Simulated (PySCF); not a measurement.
# GeBr2: triplet, from a linear start

Where does triplet GeBr2 go from a linear start, is the end point a minimum, and what are its modes, charges and moments?

Program: PySCF 2.14.0. Level of theory: PBE0, basis Ge def2-TZVP, Br def2-TZVP, no relativity, density fitting. These are calculated values, not measurements.

3 atoms, charge 0, spin multiplicity 3.

Bond lengths: Ge1–Br2 2.350 Å, Ge1–Br3 2.350 Å. Angles: Br2–Ge1–Br3 180.0°.

```xyz
3
charge 0 multiplicity 3
Ge    0.0000    0.0000    0.0000
Br    0.0000    0.0000    2.3500
Br    0.0000    0.0000   -2.3500
```

| quantity | value |
| --- | --- |
| minimum | triplet, C2v |
| geometry | Ge–Br 2.311 Å (×2); Br–Ge–Br 120.6° |
| wavenumbers (cm⁻¹) | 79 (a1), 254 (a1), 319 (b2) |
| dipole moment | 0.78 D |
| highest occupied, lowest empty level (either spin) | -5.33, -5.19 eV |
| polar-tensor charge of Ge1 | +0.64 e |
| zero-point energy | 3.9 kJ/mol |
| entropy at 298.15 K | 329.1 J/(mol K) |
| atomisation energy (no zero-point energy) | 491 kJ/mol |
| ⟨S²⟩ | 2.006 |

What this shows: From D∞h at the start the molecule goes to a C2v minimum, after a first stop at a saddle point 46.9 kJ/mol higher, from which it was pushed off along an imaginary mode. The strongest infrared band lies at 319 cm⁻¹ (b2). Most of the spin sits on Ge1 (Mulliken spin 1.46, against 2 for the whole molecule). Other starts or spin states, not run here, may lie lower.

Which input would start the first run of this session?

One input that does so (others would too):

The steps below are one call of a driver around PySCF. For each, scf.py gives the equivalent set-up of the SCF; relaxations use the driver's own optimiser. After this first run the driver tries any further starts and a stability analysis.

scf.py reads:

```python
from pyscf import gto, scf, dft
mol = gto.M(atom='''
Ge     0.000000     0.000000     0.000000
Br     0.000000     0.000000     2.350000
Br     0.000000     0.000000    -2.350000''',
    basis={'Ge': 'def2-TZVP', 'Br': 'def2-TZVP'},
    charge=0, spin=2)
mf = dft.UKS(mol, xc='PBE0')
mf.grids.atom_grid = (50, 194)
aux = {'Ge': 'def2-universal-JKFIT', 'Br': 'def2-universal-JKFIT'}
mf = mf.density_fit(auxbasis=aux)
mf.conv_tol = 1e-08
mf.diis_space = 10
mf.max_cycle = 60
mf.init_guess = 'minao'
mf.verbose = 4
mf.kernel()
```

Started as:

```sh
$ OMP_NUM_THREADS=4 python axn.py task.json out
```
